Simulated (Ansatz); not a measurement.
Crystal: BaH4.

```
CELL_PARAMETERS angstrom
2.29082 1.32260 3.53625
-2.29082 1.32260 3.53625
0.00000 -2.64521 3.53625
ATOMIC_POSITIONS crystal
Ba 0.00000 0.00000 0.00000
H 0.74087 0.74087 0.74087
H 0.25913 0.25913 0.25913
H 0.46369 0.46369 0.46369
H 0.53631 0.53631 0.53631
```

The cell was built by a generator and needn't be a form met in nature.

Base run:

```yaml
Program: Ansatz 0.2.0
Functional: PBEsol
Potentials_or_basis: Ansatz PAW
Cutoff: 420 eV
Density_cutoff: 1680 eV
k_mesh: 5 × 5 × 5
Occupations: fermi-dirac, width 0.05 eV
Spin: no spin polarisation
```

Its results: band gap on the k mesh 2.55 eV, indirect (least direct gap 3.00 eV); pressure -1.6 GPa.

After a change of settings the same cell gave: band gap on the k mesh 2.74 eV, indirect (least direct gap 3.17 eV); pressure 0.0 GPa. Which change was it?
A. functional from PBEsol to RPBE
B. functional from PBEsol to revPBE
C. functional from PBEsol to LDA
D. functional from PBEsol to PBE

D.

PBE binds less tightly than PBEsol, so the same cell stands under more pressure.

Caveats: the k mesh misses the band edges, so the gap on the mesh is wider than the one along the path; spin-orbit coupling is left out, which moves the levels of the heavy elements; the PAW data sets come from PBE, with cores solved anew for the run's functional, which leaves a small shift of forces and pressure (some runs).

Not every run made on this cell is shown here.
